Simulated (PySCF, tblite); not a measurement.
# C₈H₁₇B: geometry, infrared bands and NMR shifts

Wanted: the infrared bands and NMR shifts of C₈H₁₇B (`CC(C)(C)B1CCCC1`), by calculation.

Computed with tblite 0.8.0 and PySCF 2.14.0, with density-fitted response routines of our own, on a single molecule in the gas phase. Atoms count from 0, in the outputs and in this text.

## 1. Starting geometry

26 atoms, charge 0, multiplicity 1; geometry from: force field or distance geometry start.

Bonds of the start (Å): C0–C1 1.53, C1–C2 1.53, C1–C3 1.54, C1–B4 1.62, B4–C5 1.58, C5–C6 1.53, C6–C7 1.53, C7–C8 1.53, C8–B4 1.59, C0–H9 1.11, C0–H10 1.11, C0–H11 1.12, C2–H12 1.10, C2–H13 1.12, C2–H14 1.12, C3–H15 1.12, C3–H16 1.12, C3–H17 1.12, C5–H18 1.12, C5–H19 1.11, C6–H20 1.12, C6–H21 1.11, C7–H22 1.11, C7–H23 1.11, C8–H24 1.11, C8–H25 1.12.

## 2. Relaxing the molecule with GFN2-xTB

Job settings and geometry (Å):

```
{"job": {"kind": "relax", "xc": "GFN2-xTB", "basis": "xTB"}, "charge": 0, "multiplicity": 1}
C     -1.986200     1.345300    -0.014200
C     -1.299800    -0.016800     0.078600
C     -2.023600    -1.031000    -0.813000
C     -1.339300    -0.504900     1.539200
B      0.244000     0.114500    -0.391200
C      1.162300     1.314500     0.065600
C      2.585200     0.816400    -0.184200
C      2.544900    -0.710000    -0.129900
C      1.175400    -1.147300    -0.650300
H     -1.521100     2.091500     0.664100
H     -1.956100     1.734900    -1.056200
H     -3.067100     1.259700     0.282800
H     -1.589300    -2.039800    -0.729400
H     -1.988700    -0.705700    -1.882600
H     -3.104400    -1.098800    -0.517700
H     -0.854100    -1.505000     1.661300
H     -0.819500     0.205300     2.226800
H     -2.391800    -0.615400     1.893000
H      1.012200     1.515700     1.156100
H      0.962700     2.233400    -0.516500
H      3.286700     1.221000     0.583300
H      2.920800     1.141900    -1.188300
H      3.360600    -1.149300    -0.733200
H      2.651700    -1.059000     0.918900
H      1.214400    -1.343900    -1.738900
H      0.799100    -2.044700    -0.104400
```

Run with:

```console
$ OMP_NUM_THREADS=1 python probes_run.py task.json out
```

This one command runs all jobs of the session in turn.

**Question.** This job is followed by: GFN2-xTB harmonic vibrations, gas phase; GIAO PBE0/pcSseg-1 NMR shielding, non-relativistic, gas phase. Predict these results of the whole session: strongest single infrared mode (GFN2-xTB); zero-point energy (GFN2-xTB); 13C shifts against TMS (PBE0/pcSseg-1, means over atoms taken as alike); 1H shifts against TMS (PBE0/pcSseg-1, means over atoms taken as alike); 11B shifts against BF3·OEt2 (PBE0/pcSseg-1).

The runs gave:

| quantity | value |
| --- | --- |
| strongest single infrared mode (GFN2-xTB) | 3012 cm⁻¹, 146 km/mol |
| zero-point energy (GFN2-xTB) | 147.0 kcal/mol |
| 13C shifts against TMS (PBE0/pcSseg-1, means over atoms taken as alike) | 31.6, 29.3, 29.1, 29.1 ppm |
| 1H shifts against TMS (PBE0/pcSseg-1, means over atoms taken as alike) | 1.76, 1.30, 0.99 ppm |
| 11B shifts against BF3·OEt2 (PBE0/pcSseg-1) | 96.7 ppm |

What this shows: Relaxing lowered the energy by 0.403 eV in 86 steps; the close pair that moved most is C0–H11, from 1.124 to 1.089 Å. No mode is imaginary among the 72: a minimum at this level. The strongest single mode, at 3012 cm⁻¹, has its largest shares on H14, H17 and H11 (the list is cut at 3 atoms). GFN2-xTB is a fitted tight-binding method: band positions and strengths are rough. Its intensities can rank the bands wrongly. At PBE0/pcSseg-1: The largest span, 142 ppm, is at B4, where the paramagnetic term is -183 ppm.
